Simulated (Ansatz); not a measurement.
# Fe2CuN2: the cost of one run

Computed with Ansatz 0.2.0 (DFT PBE, scalar-relativistic, plane waves, PAW, unless a step's input says otherwise).

### 1 The system as given

It takes space group C2/m (No. 12, monoclinic). The conventional cell has a = 5.166 Å, b = 2.971 Å, c = 6.894 Å, α = 90.00°, β = 90.18°, γ = 90.00°. Around Fe (site symmetry m) lie 3 N at 1.78 Å. Cu (site symmetry 2/m) is surrounded by 2 N at 1.88 Å. N (site symmetry m) has 3 Fe at 1.78 Å and 1 Cu at 1.88 Å in its first shell of neighbours.

Cell or atoms stand a little off a more symmetric structure (P-3m1 at a tolerance of 0.3 Å), so results at this geometry aren't those of that ideal crystal.

Structure file:

```
CELL_PARAMETERS angstrom
2.58302 -1.48542 0.00000
2.58302 1.48542 0.00000
-0.02199 0.00000 6.89375
ATOMIC_POSITIONS crystal
Fe 0.16627 0.16627 0.84010
Fe 0.83373 0.83373 0.15990
Cu 0.50000 0.50000 0.50000
N 0.50125 0.50125 0.22741
N 0.49875 0.49875 0.77259
```

This is candidate A: structure listed in a database for this formula (C2/m, No. 12).

(A quick probe on a coarse mesh, which set the mesh and smearing, is not shown.)

### 3 Relaxing cell and atoms (candidate A)

input.yaml reads:

```yaml
crystal:
  lattice:
    - [2.5830227027, -1.4854245028, 0.0]
    - [2.5830227027, 1.4854245028, 0.0]
    - [-0.021989407, 0.0, 6.8937483682]
  atoms:
    - { symbol: Fe, position: [0.166274, 0.166274, 0.840096] }
    - { symbol: Fe, position: [0.833726, 0.833726, 0.159904] }
    - { symbol: Cu, position: [0.5, 0.5, 0.5] }
    - { symbol: "N", position: [0.501248, 0.501248, 0.227406] }
    - { symbol: "N", position: [0.498752, 0.498752, 0.772594] }
basis:
  ecutwfc: 420
kpoints:
  mp_grid: { grid: [14, 14, 6] }
hamiltonian:
  xc: pbe
scf:
  occupations: { method: gaussian, width: 0.1 }
output:
  forces: true
  stress: true
  eigenvalues: true
relax:
  adjacent_minimum: "off"
  f_tol: 0.01
  max_steps: 80
  cell: { stress_tol: 0.05 }
```

The run is started by

```bash
ansatz run input.yaml --threads 1 --pin off --max-ram 2560MiB --backend cpu --events-out ev --progress --plain --runs-dir out
```

Q: Estimate wall time and peak memory on 1 thread of Arm Neoverse V2, shared host.

About 3.5 min, with a peak of 0.72 GiB.
